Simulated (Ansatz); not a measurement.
# TaTeS: the cost of one run

Computed with Ansatz 0.2.0 (DFT PBE, scalar-relativistic, plane waves, PAW, unless a step's input says otherwise).

### 1 The structure to begin with

It takes space group P3m1 (No. 156, trigonal). The conventional cell has a = 3.542 Å, b = 3.542 Å, c = 30.664 Å, α = 90.00°, β = 90.00°, γ = 120.00°. Ta (site symmetry 3m) has 3 S at 2.48 Å and 3 Te at 2.82 Å as nearest neighbours. Around Te (site symmetry 3m) lie 3 Ta at 2.82 Å. Around S (site symmetry 3m) lie 3 Ta at 2.48 Å.

As a file:

```
CELL_PARAMETERS angstrom
3.54237 0.00000 0.00000
-1.77118 3.06778 0.00000
0.00000 0.00000 30.66412
ATOMIC_POSITIONS crystal
Ta 0.00000 0.00000 0.28553
Te 0.66667 0.33333 0.34861
S 0.33333 0.66667 0.23992
```

It is the end of an earlier relaxation with the same method, from a generated guess; it needn't be the stable form of this composition. At a tolerance of 0.05 Å it has layer group p3m1 (No. 69); it has 3.62 Å²/atom, an uncorrected energy of -0.64 eV/atom over the elements.

It is a sheet, periodic along a and b, with vacuum along c; volumes and pressures of the box carry no meaning, and space groups named for it are those of the box.

### 2 Bands, states and charges

The input, input.yaml:

```yaml
crystal:
  lattice:
    - [3.5423686862, -2.887e-07, 0.0]
    - [-1.7711840931, 3.0677814161, 0.0]
    - [0.0, 0.0, 30.664123]
  atoms:
    - { symbol: Ta, position: [0.0, 0.0, 0.285526] }
    - { symbol: Te, position: [0.6666666667, 0.3333333333, 0.348609] }
    - { symbol: S, position: [0.3333333333, 0.6666666667, 0.239915] }
  periodic: [true, true, false]
basis:
  ecutwfc: 420
kpoints:
  mp_grid: { grid: [18, 18, 1] }
  band_path:
    path:
      - [0.0, 0.0, 0.0]
      - [0.5, 0.0, 0.0]
      - [0.33333333, 0.33333333, 0.0]
      - [0.0, 0.0, 0.0]
    npoints: 14
hamiltonian:
  xc: pbe
scf:
  occupations: { method: gaussian, width: 0.1 }
  n_extra_bands: 7
output:
  forces: true
  stress: true
  eigenvalues: true
  populations: true
  dos: { projected: true, de: 0.02, nscf_kmesh: { grid: [22, 22, 1] } }
  bader: true
  write_density: true
  write_potential: true
  elf: true
  volumetric_format: npy
checkpoint:
  read: start.run
  write: ck
  compress: false
  write_wavefunctions: false
  write_every: 100000
```

The run is started by

```
$ ansatz run input.yaml --threads 1 --pin off --max-ram 3072MiB --backend cpu --events-out ev --progress --plain --runs-dir out
```

**Question.** How long does this run take on 1 thread of Arm Neoverse V1, shared host, and how much memory does it need?

About 2.1 min, with a peak of 0.69 GiB.
